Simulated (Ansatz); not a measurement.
# 40-atom supercell of perovskite BaZrO3 with displaced atoms, part 2 of 3

Ansatz 0.2.0, PAW. The steps go on from the part before.

## Step 3: HSE06 on the same atoms

in.yaml reads:

```yaml
crystal:
  lattice:
    - [8.361961, 0.000000, 0.000000]
    - [0.000000, 8.361961, 0.000000]
    - [0.000000, 0.000000, 8.361961]
  atoms:
    - { symbol: Ba, position: [0.015221, 0.981791, 0.981737] }
    - { symbol: Ba, position: [0.022502, 0.992314, 0.492061] }
    - { symbol: Ba, position: [0.979344, 0.489851, 0.996982] }
    - { symbol: Ba, position: [0.002811, 0.505128, 0.496641] }
    - { symbol: Ba, position: [0.488348, 0.009232, 0.021791] }
    - { symbol: Ba, position: [0.502926, 0.977981, 0.516619] }
    - { symbol: Ba, position: [0.502794, 0.470384, 0.025697] }
    - { symbol: Ba, position: [0.478331, 0.496643, 0.531130] }
    - { symbol: Zr, position: [0.287823, 0.242212, 0.235826] }
    - { symbol: Zr, position: [0.228916, 0.234399, 0.709666] }
    - { symbol: Zr, position: [0.232414, 0.734405, 0.271524] }
    - { symbol: Zr, position: [0.219100, 0.794428, 0.751654] }
    - { symbol: Zr, position: [0.768047, 0.251105, 0.261072] }
    - { symbol: Zr, position: [0.746757, 0.239729, 0.740946] }
    - { symbol: Zr, position: [0.745794, 0.771835, 0.231396] }
    - { symbol: Zr, position: [0.743064, 0.748551, 0.752435] }
    - { symbol: O, position: [0.230978, 0.264730, 0.980180] }
    - { symbol: O, position: [0.255833, 0.204330, 0.486635] }
    - { symbol: O, position: [0.230849, 0.731412, 0.017302] }
    - { symbol: O, position: [0.247665, 0.749657, 0.504104] }
    - { symbol: O, position: [0.726534, 0.262544, 0.991600] }
    - { symbol: O, position: [0.749879, 0.263963, 0.495019] }
    - { symbol: O, position: [0.775578, 0.733443, 0.979793] }
    - { symbol: O, position: [0.750659, 0.767890, 0.489104] }
    - { symbol: O, position: [0.016925, 0.276762, 0.220849] }
    - { symbol: O, position: [0.998048, 0.240825, 0.755608] }
    - { symbol: O, position: [0.987613, 0.777588, 0.244491] }
    - { symbol: O, position: [0.981822, 0.750966, 0.734136] }
    - { symbol: O, position: [0.527075, 0.228575, 0.251627] }
    - { symbol: O, position: [0.490230, 0.261181, 0.777313] }
    - { symbol: O, position: [0.510798, 0.776669, 0.225025] }
    - { symbol: O, position: [0.511472, 0.754741, 0.736085] }
    - { symbol: O, position: [0.256287, 0.984810, 0.263173] }
    - { symbol: O, position: [0.240809, 0.961406, 0.760892] }
    - { symbol: O, position: [0.233932, 0.473655, 0.280145] }
    - { symbol: O, position: [0.245256, 0.515673, 0.755623] }
    - { symbol: O, position: [0.739734, 0.972384, 0.255436] }
    - { symbol: O, position: [0.757522, 0.004560, 0.716716] }
    - { symbol: O, position: [0.735613, 0.509516, 0.240729] }
    - { symbol: O, position: [0.776737, 0.482333, 0.716701] }
  symmetry: { detect: false }
kpoints:
  mp_grid: { grid: [1, 1, 1], shift: [0.25, 0.25, 0.25] }
hamiltonian:
  xc: hse06
scf:
  occupations: { method: fermi_dirac, width: 0.01 }
output:
  forces: true
  eigenvalues: true
  populations: true
  eigenstates: { kpoints: [[0.25, 0.25, 0.25]], e_range: [-6.0, 6.0], localisation: true }
```

On the command line:

```
ansatz run in.yaml --threads 2 --pin off --max-ram 20900MiB --runs-dir r --events-out ev --progress --plain --backend cuda --devices 0, --max-vram 18GiB
```

What it wrote:

```text
Pseudopotentials: kind: paw
Functional definition: HSE06
  parameter a = 0.25
  parameter omega = 0.11/bohr
  exchange = pbe_x - a*pbe_x_sr(omega) + a*exact_x_sr(omega)
  correlation = pbe_c
Crystal: 40 atoms, lattice volume = 584.688 Å³
Basis set: ecut = 420 eV, 11459 PW (Γ), exchange–correlation on 120×120×120 points (8 copies of the dense FFT grid, shifted against one another)
Bands: 200, of which v1, the nominal top of the filled ones, is band 160 counted from 1 (159 counted from 0)
Symmetry: 1 space group operations
k-points: 1
Non-local potential: Ba, projectors of the file, l = 0: 3, l = 1: 2, l = 2: 2, l = 3: 2
Non-local potential: Zr, projectors of the file, l = 0: 3, l = 1: 2, l = 2: 2, l = 3: 2
Non-local potential: O, projectors of the file, l = 0: 2, l = 1: 2, l = 2: 1
PAW form: soft (Blöchl's): semilocal exchange-correlation on the pseudo side does not see the compensation charge
PAW frozen core: Ba, regenerated for the run's functional, and the local potential with it (the file was generated under x = pbe(κ = 0.804, μ = 0.2195149727645171), c = pbe(β = 0.06672455060314922))
PAW frozen core: Zr, regenerated for the run's functional, and the local potential with it (the file was generated under x = pbe(κ = 0.804, μ = 0.2195149727645171), c = pbe(β = 0.06672455060314922))
PAW frozen core: O, regenerated for the run's functional, and the local potential with it (the file was generated under x = pbe(κ = 0.804, μ = 0.2195149727645171), c = pbe(β = 0.06672455060314922))
PAW one-centre angular grid: Ba, 194 points (default); XC on 64 Gauss nodes
PAW one-centre angular grid: Zr, 590 points (default); XC on 64 Gauss nodes
PAW one-centre angular grid: O, 110 points (default); XC on 96 Gauss nodes
Initial density: superposition of atomic densities (neutral atoms: chi_scale 0, normalization atom), corrected by the library's trained network
Initial wavefunctions: pseudopotential atomic-orbital guess
Functional: x = pbe(κ = 0.804, μ = 0.2195149727645171), c = pbe(β = 0.06672455060314922), warm-up for x = pbe(κ = 0.804, μ = 0.2195149727645171) + 0.25 (exact − pbe) at short range (hse, ω = 0.20786987370883472 Å⁻¹), c = pbe(β = 0.06672455060314922); HSE06 as pw.x's `hse` composes it (authors' and Libxc's form: `xc: wpbeh`)
SCF iter   1: F=—  HF=-94737.534563 eV  |F-HF|=—  |Δ(HF+E_count)|=         —  Δρ=7.11e-3  dr2=4.45e-1  ethr=1.77e-3  ⟨swp⟩=13.0  Hψ=1144  notcnv=0
preconditioner: auto → none  [insulator: Δε(μ)=2.939 eV  Ē_g=15.737 eV  σ=0.010 eV  W_gap=1.00  n_scr=146 (ndim 8)  ℏωp=26.6 eV  f_vac=0.002  D(μ)=0.00/eV (n_scr^D=0)]
iter 2 solved again at ethr=9.35e-6 eV; its pass at ethr=1.39e-4 eV (dr2=2.99e-2 eV) is discarded
SCF iter   2: F=—  HF=-94737.481036 eV  |F-HF|=—  |Δ(HF+E_count)|=   5.35e-2  Δρ=2.60e-3  dr2=2.99e-2  ethr=9.35e-6  ⟨swp⟩=4.0  Hψ=1066  notcnv=0
SCF iter   3: F=—  HF=-94737.478772 eV  |F-HF|=—  |Δ(HF+E_count)|=   2.26e-3  Δρ=1.06e-3  dr2=4.07e-3  ethr=9.34e-6  ⟨swp⟩=9.0  Hψ=578  notcnv=0
SCF iter   4: F=-94737.479111 eV  HF=-94737.479318 eV  |F-HF|=2.07e-4  |Δ(HF+E_count)|=   5.46e-4  Δρ=3.25e-4  dr2=5.20e-4  ethr=1.27e-6  ⟨swp⟩=10.0  Hψ=627  notcnv=0
SCF 1 stopped early in 4 iterations: F = -94737.479111 eV  dr2 = 5.20e-4
Initial density: handed on by an earlier stage of this run
Initial wavefunctions: those handed on with the density
Functional: x = pbe(κ = 0.804, μ = 0.2195149727645171) + 0.25 (exact − pbe) at short range (hse, ω = 0.20786987370883472 Å⁻¹), c = pbe(β = 0.06672455060314922); HSE06 as pw.x's `hse` composes it (authors' and Libxc's form: `xc: wpbeh`)
Exchange kernel: α = 0.2500, screened, ω = 0.2079 Å⁻¹, Wigner–Seitz truncation, v(0) = 806.2910 eV·Å³, q-mesh 1×1×1, nearest image of the exchange supercell L = 8.36 Å, pair-density grid 45×45×45, without the augmentation charges, whose exchange is taken in its separable form (sized by the pseudopotential files, 60×60×60 at the most)
Frozen-core exchange: fock
SCF iter   1: F=—  HF=-94791.864704 eV  |F-HF|=—  |Δ(HF+E_count)|=         —  Δρ=1.14e-2  dr2=1.39e0  ethr=1.62e-6  ⟨swp⟩=12.0  Hψ=1204  notcnv=0
preconditioner: auto → none  [insulator: Δε(μ)=4.516 eV  Ē_g=14.161 eV  σ=0.010 eV  W_gap=1.00  n_scr=146 (ndim 8)  ℏωp=23.8 eV  f_vac=0.001  D(μ)=0.00/eV (n_scr^D=0)]
SCF iter   2: F=—  HF=-94791.601362 eV  |F-HF|=—  |Δ(HF+E_count)|=   2.63e-1  Δρ=1.15e-2  dr2=7.27e-1  ethr=1.62e-6  ⟨swp⟩=9.0  Hψ=1077  notcnv=0
SCF iter   3: F=—  HF=-94791.458222 eV  |F-HF|=—  |Δ(HF+E_count)|=   1.43e-1  Δρ=3.04e-3  dr2=6.40e-2  ethr=1.62e-6  ⟨swp⟩=8.0  Hψ=918  notcnv=0
SCF iter   4: F=—  HF=-94791.606992 eV  |F-HF|=—  |Δ(HF+E_count)|=   1.49e-1  Δρ=2.35e-3  dr2=4.05e-2  ethr=1.62e-6  ⟨swp⟩=6.0  Hψ=780  notcnv=0
SCF iter   5: F=—  HF=-94791.595118 eV  |F-HF|=—  |Δ(HF+E_count)|=   1.19e-2  Δρ=5.28e-4  dr2=1.38e-3  ethr=1.62e-6  ⟨swp⟩=5.0  Hψ=726  notcnv=0
SCF iter   6: F=—  HF=-94791.597942 eV  |F-HF|=—  |Δ(HF+E_count)|=   2.82e-3  Δρ=5.66e-4  dr2=1.94e-3  ethr=3.47e-7  ⟨swp⟩=6.0  Hψ=638  notcnv=0
SCF iter   7: F=-94791.597485 eV  HF=-94791.597507 eV  |F-HF|=2.23e-5  |Δ(HF+E_count)|=   4.35e-4  Δρ=7.70e-5  dr2=5.42e-5  ethr=3.47e-7  ⟨swp⟩=5.0  Hψ=401  notcnv=0
SCF 2 stopped early in 7 iterations: F = -94791.597485 eV  dr2 = 5.42e-5
  Residual-converged pass: ⟨swp⟩=5.0  Hψ=689  notcnv=0  max |occ|·‖R‖ = 6.2e-6 eV (tolerance 6.7e-6 eV)  dr2=4.84e-5  dr2_onsite=1.66e-6  max |Δocc| = 0.0e0
hybrid outer 1: dexx = +1.712e-1 eV, tail = 2.70e-4 eV
SCF iter   1: F=—  HF=-94791.595507 eV  |F-HF|=—  |Δ(HF+E_count)|=         —  Δρ=1.22e-4  dr2=9.77e-5  ethr=4.21e-7  ⟨swp⟩=8.0  Hψ=510  notcnv=0
preconditioner: auto → none  [insulator: Δε(μ)=4.053 eV  Ē_g=13.985 eV  σ=0.010 eV  W_gap=1.00  n_scr=146 (ndim 8)  ℏωp=23.8 eV  f_vac=0.002  D(μ)=0.00/eV (n_scr^D=0)]
SCF iter   2: F=—  HF=-94791.595493 eV  |F-HF|=—  |Δ(HF+E_count)|=   1.39e-5  Δρ=2.92e-5  dr2=4.53e-6  ethr=2.93e-8  ⟨swp⟩=5.0  Hψ=424  notcnv=0
SCF iter   3: F=—  HF=-94791.595496 eV  |F-HF|=—  |Δ(HF+E_count)|=   3.13e-6  Δρ=1.89e-5  dr2=2.03e-6  ethr=1.27e-9  ⟨swp⟩=7.0  Hψ=607  notcnv=0
SCF iter   4: F=—  HF=-94791.595496 eV  |F-HF|=—  |Δ(HF+E_count)|=   3.92e-7  Δρ=7.14e-6  dr2=2.72e-7  ethr=5.90e-10  ⟨swp⟩=4.0  Hψ=439  notcnv=0
SCF iter   5: F=-94791.595496 eV  HF=-94791.595496 eV  |F-HF|=3.87e-9  |Δ(HF+E_count)|=   3.75e-8  Δρ=3.23e-6  dr2=6.61e-8  ethr=7.22e-11  ⟨swp⟩=4.0  Hψ=511  notcnv=0
SCF 3 converged in 5 iterations: F = -94791.595496 eV  dr2 = 6.61e-8
  Residual-converged pass: ⟨swp⟩=3.0  Hψ=434  notcnv=0  max |occ|·‖R‖ = 4.8e-6 eV (tolerance 6.7e-6 eV)  dr2=6.70e-8  dr2_onsite=2.17e-9  max |Δocc| = 0.0e0
[... from here the SCF cycle lines were not kept, up to the last twenty ...]
hybrid outer 2: dexx = +3.643e-6 eV, tail = 1.55e-7 eV, Δε = 5.10e-3 eV (about 1.64e-4 eV left of the loop's levels), ΔF = 1.77e-2 eV/Å (tail 2.73e-3)
NSCF: frozen V_eff on 1 k-points
hybrid SCF converged: 2 outer / 12 inner (+4 warm-up), last move |dexx| = 3.64e-6 eV, tail = 1.55e-7 eV
Stability not checked: this state was not tested for a lower state beside it, because the functional holds exact exchange (a hybrid, or Hartree-Fock), whose exchange loop this test does not read (fock_operator; see scf.lower_state_search)
Free energy (F): -94791.595496 eV
Harris-Foulkes:  -94791.595496 eV  (|F-HF|=3.87e-9)
Internal energy: -94791.595496 eV  (E = F + TS)
E sigma→0 (E₀):  -94791.595496 eV
Fermi energy:    11.762667 eV
--- Per-component energies (eV) ---
  E_band       = -1289.152756
  E_kinetic    = 8341.806503
  E_local      = -15973.518744  (includes V_loc(G=0)·N_el)
  E_nonlocal   = 2178.126075
  E_hartree    = 5729.664746
  E_xc         = -3579.056380
  E_vxc        = -3936.913686  (∫ρ·V_xc dr)
  E_exx        = -876.869695  (= α·E_x^exact, valence–valence)
  E_paw        = -69282.936972  (= ΣΔE_a)
  E_vpaw       = -1604.302195  (= ΣTr[D̂ρ^β])
  E_aug_tail   = 0.058487  (compensation charges beyond the density's cutoff)
  E_ewald      = -21323.891099
  E_core_change = -4.978449  (= ΣΔE_core)
  E_smearing   = -0.000000  (= −TS)
  E_closure    = 0.000032  (closes the sum)
  Σ components = -94791.595496   (vs F -94791.595496, Δ=0.00e0)
--- Forces (eV/Å), atoms counted from 1 ---
  atom   1  Ba    -1.50617730     0.95098196     2.33849533
  atom   2  Ba    -2.94139648    -0.62488152    -1.41113710
  atom   3  Ba     1.26690318     0.01542152    -0.59827447
  atom   4  Ba    -1.51322228     0.42322945     0.60982444
  atom   5  Ba     0.69174758    -1.04701122    -0.80812547
  atom   6  Ba     1.36559363    -0.40966546    -1.42292087
  atom   7  Ba    -0.36853521     1.84932645    -1.72451681
  atom   8  Ba     1.16977646     0.80254516     0.30371417
  atom   9  Zr    -4.70856978    -0.35467884    -0.74694126
  atom  10  Zr     2.10608461     5.57239197     6.71699065
  atom  11  Zr     1.14836951     0.87426187    -4.82921819
  atom  12  Zr    -2.53963812   -47.21209253    -0.43998020
  atom  13  Zr     1.12185874     1.97829601    -1.76915546
  atom  14  Zr    -1.19961198     1.74132656     1.63416713
  atom  15  Zr    -0.02625115   -10.94581684     1.15596027
  atom  16  Zr     0.24223023    -0.98423673    -3.40008742
  atom  17  O      1.64146111    -2.07177793     1.84075662
  atom  18  O      0.23459222     0.59656751    -0.54639890
  atom  19  O     -0.11175328     1.27237680    -0.55180976
  atom  20  O     -0.05157299     0.61061783     0.53440053
  atom  21  O      1.14053588    -1.13333757     0.77648320
  atom  22  O      0.23238549    -0.91928160    -0.51322611
  atom  23  O     -0.39014241     0.92537704     1.62814829
  atom  24  O     -0.10347182    -0.66217172     0.45580000
  atom  25  O     -1.77649887    -2.15177254     1.47205077
  atom  26  O      0.79570721    -1.02113179    -1.03017353
  atom  27  O      3.46387328    -0.69763382     0.78391635
  atom  28  O      2.09661534     1.35272781    -0.25005957
  atom  29  O     -2.35727766     0.21517530    -0.11602729
  atom  30  O     -0.51435153    -1.29215541    -2.17596202
  atom  31  O     -3.52678032    -1.11959954     0.40012516
  atom  32  O     -2.41673187     0.58994459     0.40167358
  atom  33  O     -0.09377711     1.42023117    -0.71315249
  atom  34  O      5.51749837    42.61760341     1.68459104
  atom  35  O      1.94242693     1.45966117     0.12910489
  atom  36  O     -0.21981048    -3.45099092    -2.07616647
  atom  37  O      0.62756945    12.88430096     0.18625220
  atom  38  O     -0.09973850    -0.84932597     0.97444981
  atom  39  O      0.49780005    -2.67793801     0.33733927
  atom  40  O     -0.83745987     1.47421567     0.76004996
  max |Σ_I F_I| component: 1.08e-3 eV/Å
--- Band table (eV) ---
  k-point 0: bands = ["-41.8724", "-41.7157", "-41.2900", "-41.2859", "-41.2340", "-40.6743", "-40.2279", "-39.5168", "-22.6924", "-19.1611", "-18.8375", "-18.7831", "-18.6938", "-18.6565", "-18.5122", "-18.4492", "-18.2883", "-18.2810", "-18.2015", "-18.1853", "-18.1404", "-18.1168", "-18.0056", "-17.8827", "-17.8494", "-17.8201", "-17.7205", "-17.6679", "-17.6166", "-17.5263", "-17.5076", "-17.4149", "-17.3504", "-17.3224", "-17.3002", "-17.1058", "-17.0471", "-16.7856", "-16.5449", "-16.3405", "-9.8769", "-9.4679", "-9.3292", "-9.1563", "-9.0364", "-8.8571", "-8.8146", "-8.6609", "-8.5532", "-8.4221", "-8.3472", "-8.3211", "-8.1358", "-8.0253", "-7.9190", "-7.7899", "-7.6759", "-7.6025", "-7.5046", "-7.4831", "-7.3250", "-7.0699", "-6.8511", "-6.5990", "-2.8622", "-2.7479", "-2.5225", "-2.4052", "-2.3402", "-2.2415", "-2.1655", "-2.1318", "-2.0227", "-1.9644", "-1.9228", "-1.8103", "-1.7718", "-1.7355", "-1.7168", "-1.6650", "-1.5488", "-1.5173", "-1.4077", "-1.2177", "-1.1241", "-0.8849", "-0.7690", "-0.7105", "1.9487", "2.0803", "4.0701", "4.3309", "4.6610", "4.7966", "4.8572", "5.0460", "5.1071", "5.1593", "5.1949", "5.2556", "5.3751", "5.4506", "5.5000", "5.5842", "5.5954", "5.7063", "5.7851", "5.8429", "5.9451", "6.0284", "6.0666", "6.1117", "6.1856", "6.3019", "6.3571", "6.5144", "6.5792", "6.7064", "6.7252", "6.7907", "6.8760", "6.9156", "7.0052", "7.1092", "7.1770", "7.2090", "7.3016", "7.3849", "7.4097", "7.4967", "7.5342", "7.5851", "7.6664", "7.7133", "7.7922", "7.8181", "7.8893", "7.9623", "8.0037", "8.0350", "8.0880", "8.1230", "8.1701", "8.2935", "8.3288", "8.3643", "8.4581", "8.5267", "8.5578", "8.6373", "8.7504", "8.8360", "8.9208", "9.0253", "9.1127", "9.1417", "9.3559", "9.5211", "9.5892", "9.7326", "13.7929", "13.8823", "14.0462", "14.1487", "14.3471", "14.7604", "14.8155", "15.0330", "15.0913", "15.2026", "15.4019", "15.4434", "15.4921", "15.6174", "15.6582", "15.7697", "15.8480", "16.0160", "16.1185", "16.2096", "16.2396", "16.4298", "16.4714", "16.5223", "16.6780", "16.7693", "16.8402", "16.9916", "17.0915", "17.1162", "17.2162", "17.2935", "17.3978", "17.4799", "17.6072", "17.6353", "17.7114", "17.7973", "17.8645", "17.9093"]
--- Löwdin populations: 40 sites ---
  site symbol       q [e]
     0     Ba      8.1742
     1     Ba      8.1604
     2     Ba      8.2000
     3     Ba      8.1867
     4     Ba      8.1786
     5     Ba      8.1861
     6     Ba      8.1794
     7     Ba      8.1969
     8     Zr     10.6770
     9     Zr     10.7296
    10     Zr     10.6436
    11     Zr     10.8854
    12     Zr     10.6436
    13     Zr     10.6458
    14     Zr     10.7493
    15     Zr     10.6745
    16      O      6.9608
    17      O      6.8334
    18      O      6.9729
    19      O      6.8912
    20      O      7.0100
    21      O      6.8342
    22      O      6.8890
    23      O      7.0079
    24      O      6.9620
    25      O      6.8329
    26      O      6.9093
    27      O      6.8744
    28      O      6.8594
    29      O      6.9932
    30      O      6.9685
    31      O      6.9605
    32      O      6.9507
    33      O      6.4199
    34      O      6.8991
    35      O      7.0308
    36      O      6.7400
    37      O      6.9087
    38      O      6.9936
    39      O      6.9701
  spilling = 0.010051 (of n_electrons = 320.000000)
```

Wall time 16 s (1 × NVIDIA H100 80GB HBM3 with 2 threads of AMD EPYC 7R13, shared host); peak host memory 2 GiB.

Top filled level 9.733 eV, lowest empty level 13.793 eV: 4.06 eV apart at the single k point (¼, ¼, ¼).

The states next to the gap (eigenstates.tsv), from the top filled level:

| level (eV) | spin | filling | atoms sharing it | main element | its share | largest atom |
| --- | --- | --- | --- | --- | --- | --- |
| -0.38 | both | 2.00 | 4.2 | O | 0.94 | O24 (0.46) |
| -0.21 | both | 2.00 | 3.3 | O | 0.95 | O24 (0.53) |
| -0.14 | both | 2.00 | 2.8 | O | 0.94 | O36 (0.59) |
| 0.00 | both | 2.00 | 2.4 | O | 0.93 | O36 (0.64) |
| 4.06 | both | 0.00 | 7.4 | Zr | 0.56 | Zr10 (0.31) |
| 4.15 | both | 0.00 | 8.4 | Zr | 0.55 | Zr10 (0.30) |
| 4.31 | both | 0.00 | 12.4 | Zr | 0.55 | Zr9 (0.21) |
| 4.42 | both | 0.00 | 11.7 | Zr | 0.55 | Zr9 (0.22) |

Root-mean-square force by element: Ba 2.22, Zr 17.73, O 9.44 eV/Å; the largest is 47.28 eV/Å.

Against PBEsol, the force components have a slope of 1.017 and differ by 0.159 eV/Å rms.

[end of part 2 of 3]
